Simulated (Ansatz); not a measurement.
# C₄H₆NSi, SMILES C=C[CH][SiH2]C#N: a single point in a Gaussian basis

Program: Ansatz 0.2.0 through its Python package.

Notebook, run cell by cell (the value of a cell's last expression is shown):

```python
from pathlib import Path

import ansatz as az
import numpy as np
import pandas as pd
```

```python
GEOMETRY = """
C    -1.68090    0.77160   -0.15990
C    -1.33090   -0.50240   -0.35950
C    -0.25500   -1.16430    0.44750
Si    1.45650   -0.63980   -0.10980
C     1.75350    1.10120    0.31530
N     1.94170    2.21020    0.58610
H    -1.18380    1.37690    0.59180
H    -2.47690    1.21450   -0.74950
H    -1.86420   -1.09220   -1.09790
H    -0.39600   -0.98120    1.53390
H     1.57640   -0.81940   -1.56430
H     2.45960   -1.47520    0.56630
"""
```

```python
molecule = az.Crystal.molecule()
for line in GEOMETRY.strip().splitlines():
    symbol, *xyz = line.split()
    molecule = molecule.atom(symbol, [float(v) for v in xyz])
```

```python
calc = (
    molecule.calculation()
    .basis(gaussian="6-31G")
    .functional("cam_b3lyp")
    .spin("collinear", total=1)
    .forces()
    .orbitals()
)
res = calc.run(runs_dir="c4h6nsi_runs")
r = res.report
```

    

```python
r["converged"], r["free_energy_ev"]
```

    (True, -13603.9779962914)

```python
for key in ("converged", "free_energy_ev", "reference_energy_ev", "n_frozen", "n_occupied", "n_virtual"):
    print(f"{key:22s} {r[key]}")
```

    converged              True
    free_energy_ev         -13603.9779962914
    reference_energy_ev    -13603.9779962914
    n_frozen               0
    n_occupied             [26, 25]
    n_virtual              [44, 45]

```python
field = r["mean_field"]
print("<S^2> =", round(abs(field["state"]["spin_squared"]), 4), " all-electron relativity setting:", field["relativity"])
print("passes:", field["passes"])
if "symmetry" in field:
    print("occupied orbitals by irrep:", field["symmetry"]["occupied"])

symbols = [site.symbol for site in molecule.cartesian_sites]
forces = np.array(r["forces_ev_ang"])
print("largest force", round(float(np.linalg.norm(forces, axis=1).max()), 4), "eV/A, rms", round(float(np.sqrt((forces ** 2).mean())), 4))
```

    <S^2> = 0.7547  all-electron relativity setting: none
    passes: {'evaluations': 20, 'products': 21}
    occupied orbitals by irrep: [{'A': 26}, {'A': 25}]
    largest force 2.0636 eV/A, rms 0.5663

```python
charges = r["charge_distribution"]
table = pd.DataFrame({"atom": symbols, "mulliken": charges["mulliken_charges_e"], "lowdin": charges["lowdin_charges_e"]})
print(table.round(3).to_string())
print("dipole (e A):", np.round(charges["dipole_moment_e_ang"], 4) + 0.0)
```

       atom  mulliken  lowdin
    0     C    -0.283  -0.182
    1     C    -0.113  -0.155
    2     C    -0.397  -0.251
    3    Si     0.701   0.610
    4     C    -0.146  -0.381
    5     N    -0.218   0.063
    6     H     0.151   0.118
    7     H     0.143   0.112
    8     H     0.154   0.125
    9     H     0.178   0.143
    10    H    -0.082  -0.098
    11    H    -0.089  -0.105
    dipole (e A): [-0.2777 -0.5167 -0.1133]

```python
lines = Path(r["orbitals_path"]).read_text().splitlines()
field_of = lambda key: [line.split("=")[1].strip() for line in lines if line.startswith(key)]
orbitals = [(27.211386 * float(e), s, float(n)) for e, s, n in zip(field_of("Ene="), field_of("Spin="), field_of("Occup="))]
homo = max(e for e, _, n in orbitals if n > 0.5)
lumo = min(e for e, _, n in orbitals if n < 0.5)
print(f"HOMO {homo:.3f} eV, LUMO {lumo:.3f} eV, gap {lumo - homo:.3f} eV")
```

    HOMO -8.524 eV, LUMO -1.530 eV, gap 6.994 eV

Notes:
- The settings weren't tested for convergence.
- The geometry is a force-field or estimated start, not a minimum of this method, and the basis set is short of its limit.
- The species is open-shell (spin multiplicity 2).
- The Löwdin charges here are taken after orthogonalising the functions within each atom; they differ from plain Löwdin charges, and their signs can be unphysical.
- Levels such as HOMO and LUMO are orbital energies: with these approximate functionals they aren't the ionisation energy and electron affinity, and their gap isn't the fundamental gap.
- Run time: 9.8 s on 1 thread of Arm Neoverse V1 (shared host), peak memory 0.36 GiB.

(Lines on the test bed's own set-up are left out of the output.)
